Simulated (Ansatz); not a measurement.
# C3H10CuOP: up Jacob's ladder to CCSD(T)

How much do the methods differ for C3H10CuOP? The plan is to run it at one geometry with functionals of several rungs and with coupled cluster. The yardstick is the atomisation energy at the CCSD(T) limit.

Computed with Ansatz 0.2.0, Gaussian basis. Level: functionals in def2-TZVPP, the program's frozen cores in correlated methods.

Levels to be run: LDA (SPW92), PBE-D4, revPBE-D4, BLYP-D4, r2SCAN-D4, B97M-V, PBE0-D4, B3LYP-D4, r2SCANh-D4, r2SCAN0-D4, HSE06-D4, BHLYP-D4, CAM-B3LYP-D4, LC-ωPBE, ωB97X-V, ωB97M-V, B2PLYP, PBE-QIDH; CCSD(T)/def2-SVP; CCSD(T)/def2-TZVPP; MP2/def2-QZVPP; extrapolation to the limit; RPA on PBE.

## (1) The relaxed structure

The geometry comes from an earlier relaxation with PBE0-D4 in a triple-zeta def2 set; it is a stationary point, not always the lowest conformer.

SMILES `C[P+](C)(C)[Cu-][OH]`, 16 atoms, charge 0, spin multiplicity 1.

Atoms are counted from 1 here; the program's logs count them from 0.

Bond lengths: C1–P2 1.821 Å, C1–H7 1.091 Å, C1–H8 1.093 Å, C1–H9 1.091 Å, P2–C3 1.821 Å, P2–C4 1.821 Å, P2–Cu5 2.148 Å, C3–H10 1.091 Å, C3–H11 1.093 Å, C3–H12 1.091 Å, C4–H13 1.091 Å, C4–H14 1.093 Å, C4–H15 1.091 Å, Cu5–O6 1.792 Å, O6–H16 0.958 Å. Angles: P2–C1–H7 109.4°, P2–C1–H8 111.3°, P2–C1–H9 109.5°, H7–C1–H8 109.3°, H7–C1–H9 108.1°, H8–C1–H9 109.3°, C1–P2–C3 102.9°, C1–P2–C4 102.8°, C1–P2–Cu5 115.4°, C3–P2–C4 102.8°, C3–P2–Cu5 115.4°, C4–P2–Cu5 115.8°, P2–C3–H10 109.4°, P2–C3–H11 111.4°, P2–C3–H12 109.4°, H10–C3–H11 109.3°, H10–C3–H12 108.0°, H11–C3–H12 109.3° and more.

## (2) LDA

This LDA is Slater exchange with PW92 correlation.

Contents of in.yaml:

```yaml
crystal:
  periodic: [false, false, false]
  atoms:
    - {symbol: C, position_ang: [-0.533993, -1.476862, 0.840429]}
    - {symbol: P, position_ang: [0.015884, 0.033249, -0.015970]}
    - {symbol: C, position_ang: [1.824210, -0.173167, -0.080153]}
    - {symbol: C, position_ang: [-0.486738, -0.273631, -1.739379]}
    - {symbol: Cu, position_ang: [-0.669417, 1.879958, 0.841953]}
    - {symbol: O, position_ang: [-1.149350, 3.483273, 1.481290]}
    - {symbol: H, position_ang: [-0.190620, -1.452553, 1.875714]}
    - {symbol: H, position_ang: [-0.145209, -2.373952, 0.352451]}
    - {symbol: H, position_ang: [-1.624368, -1.514627, 0.846640]}
    - {symbol: H, position_ang: [2.260874, 0.634780, -0.669204]}
    - {symbol: H, position_ang: [2.099882, -1.133033, -0.523779]}
    - {symbol: H, position_ang: [2.231864, -0.111875, 0.929981]}
    - {symbol: H, position_ang: [-0.114429, 0.531816, -2.374267]}
    - {symbol: H, position_ang: [-0.099810, -1.228613, -2.103315]}
    - {symbol: H, position_ang: [-1.575847, -0.277239, -1.804119]}
    - {symbol: H, position_ang: [-1.842914, 3.452467, 2.141729]}
basis:
  gaussian: {orbitals: def2-TZVPP}
hamiltonian: {xc: lda}
output: {orbitals: {seedname: orbitals}}
```

Run with:

```console
$ ansatz run in.yaml --threads 2 --pin off --events-out ev --progress --plain --max-ram 22528MiB --backend cuda --devices 0, --max-vram 18GiB
```

After this run come: PBE-D4 (GGA); revPBE-D4 (GGA); BLYP-D4 (GGA); r2SCAN-D4 (meta-GGA); B97M-V (meta-GGA); B3LYP-D4 (hybrid); r2SCANh-D4 (hybrid); r2SCAN0-D4 (hybrid); HSE06-D4 (hybrid); BHLYP-D4 (hybrid); CAM-B3LYP-D4 (range-separated); LC-ωPBE (range-separated); ωB97X-V (range-separated); ωB97M-V (range-separated); B2PLYP (double hybrid); PBE-QIDH (double hybrid); CCSD(T) in def2-SVP; CCSD(T) in def2-TZVPP; MP2 in def2-QZVPP; RPA on PBE orbitals.

Before running them: what should the planned runs give, taken together? Wanted: atomisation energy, CCSD(T)/CBS; farthest beyond LDA; mean size of error, GGA; mean size of error, meta-GGA; mean size of error, hybrid; mean size of error, range-separated; mean size of error, double hybrid; gap, smallest and largest; T1 diagnostic.

The runs gave:

| quantity | value |
| --- | --- |
| atomisation energy, CCSD(T)/CBS | 5741.4 kJ/mol |
| functionals within 28.7 kJ/mol (0.5 %) | BLYP-D4, r2SCAN-D4, B97M-V, PBE0-D4, B3LYP-D4, r2SCANh-D4, HSE06-D4, CAM-B3LYP-D4, ωB97X-V, ωB97M-V |
| farthest beyond LDA | BHLYP-D4 (-191.3 kJ/mol) |
| mean size of error, GGA | 45.9 kJ/mol |
| mean size of error, meta-GGA | 19.3 kJ/mol |
| mean size of error, hybrid | 55.8 kJ/mol |
| mean size of error, range-separated | 14.2 kJ/mol |
| mean size of error, double hybrid | 65.0 kJ/mol |
| gap, smallest and largest | 3.75 eV (PBE-D4), 10.75 eV (LC-ωPBE) |
| T1 diagnostic | 0.0221 |
| triples share of the correlation energy | 4.3 % |

LDA overbinds by 811.8 kJ/mol (14 %). PBE-D4 misses by +97.5 kJ/mol. Double hybrids carry the basis error of their MP2 part in triple zeta, and no dispersion term here, so their miss is partly the set-up's. The rungs range-separated, meta-GGA miss on average by less than the doubt on the reference (28.7 kJ/mol), so they tie. Misses under about 28.7 kJ/mol are within the doubt on the reference itself, which lacks core-valence correlation, relativity and higher excitations. Hartree-Fock recovers 71 % of the binding; the rest is correlation. CCSD(T) in def2-SVP is off by -374.1 kJ/mol, worse than the median functional, from the basis alone. The gap grows from 3.8 to 10.7 eV across the functionals, mostly with the share of exact exchange. T1 = 0.022 passes the customary mark of 0.02 by a little. For Cu the d shell is correlated and the shells below it are frozen.
